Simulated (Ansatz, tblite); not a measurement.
# Ge23H32 off sphere (Ge₂₃H₃₂): one state, many levels

Aim: run the singlet of Ge23H32 off sphere (Ge₂₃H₃₂) at one geometry on many levels, and compare frontier levels, spin and run time.

Method: as each input shows; program: Ansatz 0.2.0, Gaussian basis.

Levels to be run: GFN1-xTB, GFN2-xTB, PBE-D4/def2-SVP, r2SCAN-D4/def2-SVP, r2SCANh-D4/def2-SVP, PBE0-D4/def2-TZVP, PBE-D4/def2-TZVP, HF/6-31G, B3LYP-D4/6-31G, MP2/def2-SVP.

1 further run of the same task is left out (set aside as unsound or not needed). Runs told in other sessions of the task aren't counted.

## 1. The relaxed structure

The geometry is that of the singlet, from an earlier relaxation (PBE-D4/def2-SVP).

55 atoms, charge 0, spin multiplicity 1.

Bond lengths: Ge1–Ge13 2.451 Å, Ge1–Ge14 2.447 Å, Ge1–H24 1.558 Å, Ge1–H25 1.557 Å, Ge2–Ge12 2.444 Å, Ge2–Ge16 2.448 Å, Ge2–H26 1.559 Å, Ge2–H27 1.554 Å, Ge3–Ge15 2.451 Å, Ge3–Ge17 2.450 Å, Ge3–H28 1.560 Å, Ge3–H29 1.556 Å, Ge4–Ge13 2.449 Å, Ge4–Ge18 2.448 Å, Ge4–Ge19 2.447 Å, Ge4–H30 1.562 Å, Ge5–Ge15 2.455 Å, Ge5–Ge18 2.449 Å and more. Angles: Ge13–Ge1–Ge14 112.5°, Ge13–Ge1–H24 109.7°, Ge13–Ge1–H25 108.7°, Ge14–Ge1–H24 109.2°, Ge14–Ge1–H25 108.9°, H24–Ge1–H25 107.6°, Ge12–Ge2–Ge16 111.7°, Ge12–Ge2–H26 109.5°, Ge12–Ge2–H27 109.1°, Ge16–Ge2–H26 109.2°, Ge16–Ge2–H27 109.7°, H26–Ge2–H27 107.6°, Ge15–Ge3–Ge17 109.3°, Ge15–Ge3–H28 108.6°, Ge15–Ge3–H29 111.1°, Ge17–Ge3–H28 108.9°, Ge17–Ge3–H29 111.0°, H28–Ge3–H29 107.9° and more.

PBE0-D4/def2-SVP was run before; its log isn't repeated, and its numbers join the tables.

## 2. GFN1-xTB

Tight binding, by tblite at 300 K electronic temperature and without a spin-polarisation term:

```python
tblite.interface.Calculator('GFN1-xTB', numbers, positions, charge=0, uhf=0).singlepoint()
```

Energy -1523.1887 eV, HOMO -11.72 eV, LUMO -8.84 eV; 0.65 s.

## 3. GFN2-xTB

Tight binding, by tblite at 300 K electronic temperature and without a spin-polarisation term:

```python
tblite.interface.Calculator('GFN2-xTB', numbers, positions, charge=0, uhf=0).singlepoint()
```

Energy -1658.7484 eV, HOMO -9.88 eV, LUMO -6.27 eV; 0.78 s.

## 4. PBE-D4/def2-SVP

start.molden holds the orbitals of an earlier run on this state, given as this run's starting guess.

Input file in.yaml:

```yaml
crystal:
  periodic: [false, false, false]
  atoms:
    - {symbol: Ge, position_ang: [-4.520005, 1.745946, -0.628599]}
    - {symbol: Ge, position_ang: [-1.961889, -3.684485, 2.423435]}
    - {symbol: Ge, position_ang: [1.229750, -3.903050, -0.726571]}
    - {symbol: Ge, position_ang: [-1.646385, 1.814382, -3.514340]}
    - {symbol: Ge, position_ang: [1.138889, -1.037347, -3.483999]}
    - {symbol: Ge, position_ang: [-1.669289, -1.047584, -0.669846]}
    - {symbol: Ge, position_ang: [-1.630590, 1.684745, 2.237739]}
    - {symbol: Ge, position_ang: [1.200810, -1.068383, 2.130524]}
    - {symbol: Ge, position_ang: [1.195586, 1.796261, -0.660290]}
    - {symbol: Ge, position_ang: [4.019990, -1.149928, -0.765029]}
    - {symbol: Ge, position_ang: [3.875340, 2.025235, 2.407336]}
    - {symbol: Ge, position_ang: [-3.169162, -2.278812, 0.829240]}
    - {symbol: Ge, position_ang: [-3.052140, 0.418373, -2.074257]}
    - {symbol: Ge, position_ang: [-3.276860, 3.037754, 1.037040]}
    - {symbol: Ge, position_ang: [-0.251344, -2.480575, -2.064996]}
    - {symbol: Ge, position_ang: [-0.221625, -2.427345, 3.598841]}
    - {symbol: Ge, position_ang: [2.611885, -2.492125, 0.723491]}
    - {symbol: Ge, position_ang: [-0.270413, 0.357977, -4.920953]}
    - {symbol: Ge, position_ang: [-0.137766, 3.195924, -2.171381]}
    - {symbol: Ge, position_ang: [2.589142, 0.350807, -2.069007]}
    - {symbol: Ge, position_ang: [-0.225819, 0.359572, 0.729159]}
    - {symbol: Ge, position_ang: [2.544584, 0.359721, 3.605901]}
    - {symbol: Ge, position_ang: [2.504562, 3.262106, 0.804376]}
    - {symbol: H, position_ang: [-5.376375, 2.716391, -1.496804]}
    - {symbol: H, position_ang: [-5.499533, 0.784175, 0.106705]}
    - {symbol: H, position_ang: [-2.964097, -4.268192, 3.464719]}
    - {symbol: H, position_ang: [-1.323059, -4.880188, 1.664240]}
    - {symbol: H, position_ang: [2.161208, -4.699658, -1.691280]}
    - {symbol: H, position_ang: [0.414660, -4.932532, 0.107981]}
    - {symbol: H, position_ang: [-2.551783, 2.721802, -4.407714]}
    - {symbol: H, position_ang: [2.051861, -1.950945, -4.365103]}
    - {symbol: H, position_ang: [-2.373172, 0.699045, 3.188176]}
    - {symbol: H, position_ang: [-0.730475, 2.597334, 3.123093]}
    - {symbol: H, position_ang: [4.764592, -2.106223, -1.747866]}
    - {symbol: H, position_ang: [5.094097, -0.355383, 0.034020]}
    - {symbol: H, position_ang: [5.039296, 1.324243, 1.656264]}
    - {symbol: H, position_ang: [4.503462, 3.020925, 3.427354]}
    - {symbol: H, position_ang: [-4.176574, -3.129413, -0.000744]}
    - {symbol: H, position_ang: [-3.995100, -1.219142, 1.618848]}
    - {symbol: H, position_ang: [-3.944135, -0.479910, -2.991376]}
    - {symbol: H, position_ang: [-4.283416, 3.652454, 2.056333]}
    - {symbol: H, position_ang: [-2.542020, 4.214799, 0.335600]}
    - {symbol: H, position_ang: [-1.161318, -3.367905, -2.973847]}
    - {symbol: H, position_ang: [0.675843, -3.407932, 4.412847]}
    - {symbol: H, position_ang: [-0.904460, -1.466477, 4.617671]}
    - {symbol: H, position_ang: [3.507101, -3.387560, 1.638216]}
    - {symbol: H, position_ang: [-1.176062, -0.543196, -5.811093]}
    - {symbol: H, position_ang: [0.629680, 1.214241, -5.861071]}
    - {symbol: H, position_ang: [0.839016, 3.960970, -3.116616]}
    - {symbol: H, position_ang: [-0.932966, 4.256931, -1.355455]}
    - {symbol: H, position_ang: [3.468498, 1.255198, -2.991513]}
    - {symbol: H, position_ang: [1.559307, 1.104546, 4.555252]}
    - {symbol: H, position_ang: [3.467592, -0.527969, 4.493169]}
    - {symbol: H, position_ang: [1.491035, 4.148601, 1.588671]}
    - {symbol: H, position_ang: [3.390046, 4.211793, -0.056491]}
basis:
  gaussian: {orbitals: def2-SVP, fitting: {mean_field: def2-universal-jkfit}, initial_orbitals: start.molden}
hamiltonian: {xc: pbe, dispersion: d4}
scf: {omitted_lower_state_checks: [starts]}
output: {orbitals: {seedname: orbitals}}
```

Launch:

```bash
$ ansatz run in.yaml --threads 11 --pin off --events-out ev --progress --plain --max-ram 110592MiB --backend cuda --devices 0, --max-vram 75GiB
```

The runs that follow: r2SCAN-D4/def2-SVP; r2SCANh-D4/def2-SVP; PBE0-D4/def2-TZVP; PBE-D4/def2-TZVP; HF/6-31G; B3LYP-D4/6-31G; MP2/def2-SVP.

Q: Predict the results of all the runs planned. Wanted: gap in def2-SVP, named functionals, smallest and largest; correlation energy, MP2/def2-SVP; binding an atom, functionals in def2-SVP; PBE0 total energy, smallest basis above largest.

As calculated:

| quantity | value |
| --- | --- |
| gap in def2-SVP, named functionals, smallest and largest | 3.98 eV (PBE-D4), 5.55 eV (PBE0-D4) |
| correlation energy, MP2/def2-SVP | -145.51 eV |
| binding an atom, functionals in def2-SVP | 2.92 (PBE-D4) to 2.94 eV (r2SCAN-D4) |
| PBE0 total energy, smallest basis above largest | 163.37 eV (def2-SVP, def2-TZVP) |

In words: Orbital gaps of the named functionals in def2-SVP span 3.98 eV (PBE-D4) to 5.55 eV (PBE0-D4); exact exchange widens it.
